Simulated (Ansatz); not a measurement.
# CH5BClNSi: a ladder of functionals and wavefunction methods

An exercise on one series of results from a longer session: the logs are not shown, and one member is left open.

Program: Ansatz 0.2.0, Gaussian basis. Level of theory: functionals in def2-TZVPP, the program's frozen cores in correlated methods. These are calculated values, not measurements.

Plan: PBE-D4, r2SCAN-D4, PBE0-D4, B3LYP-D4, ωB97X-V, ωB97M-V, B2PLYP; CCSD(T)/def2-TZVPP; MP2/def2-QZVPP; extrapolation to the limit.

### The relaxed structure

An earlier PBE0-D4 in a triple-zeta def2 set relaxation fixed the geometry.

SMILES `Cl[SiH2]C1BN1`, 10 atoms, charge 0, spin multiplicity 1.

Atoms are counted from 1 here; the program's logs count them from 0.

Bond lengths: Cl1–Si2 2.061 Å, Si2–C3 1.852 Å, Si2–H6 1.485 Å, Si2–H7 1.487 Å, C3–B4 1.574 Å, C3–N5 1.486 Å, C3–H8 1.093 Å, B4–N5 1.339 Å, B4–H9 1.181 Å, N5–H10 1.002 Å. Angles: Cl1–Si2–C3 109.1°, Cl1–Si2–H6 108.7°, Cl1–Si2–H7 106.6°, C3–Si2–H6 109.9°, C3–Si2–H7 113.5°, H6–Si2–H7 109.0°, Si2–C3–B4 121.9°, Si2–C3–N5 117.4°, Si2–C3–H8 116.5°, B4–C3–N5 51.8°, B4–C3–H8 117.5°, N5–C3–H8 115.6°, C3–B4–N5 60.7°, C3–B4–H9 153.4°, N5–B4–H9 145.8°, C3–N5–B4 67.5°, C3–N5–H10 134.2°, B4–N5–H10 157.8°.

Coordinates:

```mol
CH5BClNSi
  3D, bonds by distance, orders not assigned

 10 10  0  0  0  0  0  0  0  0999 V2000
   -2.6552   -0.0276   -1.4063 Cl  0  0
   -0.7674    0.6707   -0.9626 Si  0  0
    0.1541   -0.6319   -0.0222 C   0  0
    0.4033   -0.5178    1.5273 B   0  0
    1.3961   -0.2184    0.6807 N   0  0
   -0.8965    1.8963   -0.1347 H   0  0
   -0.1314    1.0272   -2.2585 H   0  0
    0.1711   -1.6314   -0.4640 H   0  0
    0.0811   -0.6176    2.6595 H   0  0
    2.3280   -0.0007    0.3837 H   0  0
  1  2  8  0
  2  3  8  0
  3  4  8  0
  4  5  8  0
  2  6  8  0
  2  7  8  0
  3  8  8  0
  4  9  8  0
  5 10  8  0
  3  5  8  0
M  END
```

Set-up of the first run:

File in.yaml:

```yaml
crystal:
  periodic: [false, false, false]
  atoms:
    - {symbol: Cl, position_ang: [-2.655246, -0.027639, -1.406289]}
    - {symbol: Si, position_ang: [-0.767412, 0.670703, -0.962632]}
    - {symbol: C, position_ang: [0.154100, -0.631879, -0.022198]}
    - {symbol: B, position_ang: [0.403262, -0.517768, 1.527254]}
    - {symbol: N, position_ang: [1.396050, -0.218422, 0.680714]}
    - {symbol: H, position_ang: [-0.896482, 1.896337, -0.134739]}
    - {symbol: H, position_ang: [-0.131404, 1.027207, -2.258480]}
    - {symbol: H, position_ang: [0.171125, -1.631375, -0.463984]}
    - {symbol: H, position_ang: [0.081079, -0.617551, 2.659475]}
    - {symbol: H, position_ang: [2.328029, -0.000713, 0.383680]}
basis:
  gaussian: {orbitals: def2-TZVPP}
hamiltonian: {xc: pbe, dispersion: d4}
output: {forces: true, orbitals: {seedname: orbitals}}
```

On the command line:

```sh
ansatz run in.yaml --threads 4 --pin off --events-out ev --progress --plain --max-ram 10444MiB
```

Among the steps run: PBE-D4 (GGA); r2SCAN-D4 (meta-GGA); PBE0-D4 (hybrid); B3LYP-D4 (hybrid); ωB97X-V (range-separated); ωB97M-V (range-separated); B2PLYP (double hybrid); CCSD(T) in def2-TZVPP; MP2 in def2-QZVPP.

One table of the session follows, with a row left open; its other results are not shown here.

| method | atomisation energy (kJ/mol) |
| --- | --- |
| PBE-D4 | ? |
| r2SCAN-D4 | 3579.5 |
| PBE0-D4 | 3585.6 |
| B3LYP-D4 | 3566.9 |
| ωB97X-V | 3589.4 |
| ωB97M-V | 3590.9 |
| B2PLYP | 3523.3 |
| HF/def2-TZVPP | 2580.0 |
| MP2/def2-TZVPP | 3518.5 |
| CCSD/def2-TZVPP | 3385.6 |
| CCSD(T)/def2-TZVPP | 3443.6 |
| MP2/CBS | 3625.1 |
| CCSD(T)/CBS | 3550.2 |

Estimate the missing values for PBE-D4.

The run gave: atomisation energy (kJ/mol): 3643.4. In the column «atomisation energy (kJ/mol)» it is the highest.

To keep in mind: Free atoms (1 Cl, 1 Si, 1 C, 1 B, 1 N, 5 H) were run apart at each level; the atomisation energy is their sum less the molecule, without zero-point or spin-orbit terms.
